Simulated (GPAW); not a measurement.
Crystal: RuSe.

```
CELL_PARAMETERS angstrom
3.18769 0.00000 0.00000
0.00000 3.18769 0.00000
0.00000 0.00000 3.18769
ATOMIC_POSITIONS crystal
Ru 0.00000 0.00000 0.00000
Se 0.50000 0.50000 0.50000
```

The cell comes from a database or a generator and needn't be the stable form of this composition.

| Property | Result |
| --- | --- |
| Program | GPAW 26.7.0 |
| Task | relaxation of cell and atoms |
| Functional | LDA |
| Potentials or basis | the program's PAW data sets (release 1.2.1) made for this functional |
| Cutoff | 600 eV |
| Basis | pw |
| k mesh | 8 × 8 × 8 |
| Occupations | fermi-dirac, width 0.05 eV |
| Spin | no spin polarisation |

At the start: pressure -18.5 GPa; volume 16.20 Å³/atom.

Q: How do energy, volume and symmetry change on relaxing?

A: Over 5 steps the energy falls by 112.3 meV/atom and the volume is 14.44 Å³/atom (-10.9 %); space group Pm-3m (No. 221, to 0.05 Å).

Step by step:
```
step  energy change (eV)  largest force (eV/Å)  pressure (GPa)  volume (Å³)
   1              0.0000                0.0000          -18.47        32.39
   2             -0.1258                0.0000          -13.31        31.12
   3             -0.2197                0.0000            3.35        28.44
   4             -0.2245                0.0000           -0.38        28.92
   5             -0.2245                0.0000           -0.01        28.87
```

Final structure:
```xyz
2
Lattice="3.0679 0.0000 0.0000 0.0000 3.0679 0.0000 0.0000 0.0000 3.0679" Properties=species:S:1:pos:R:3 pbc="T T T"
Ru    0.0000    0.0000    0.0000
Se    1.5339    1.5339    1.5339
```

Caveat: later steps reuse the first step's grids.
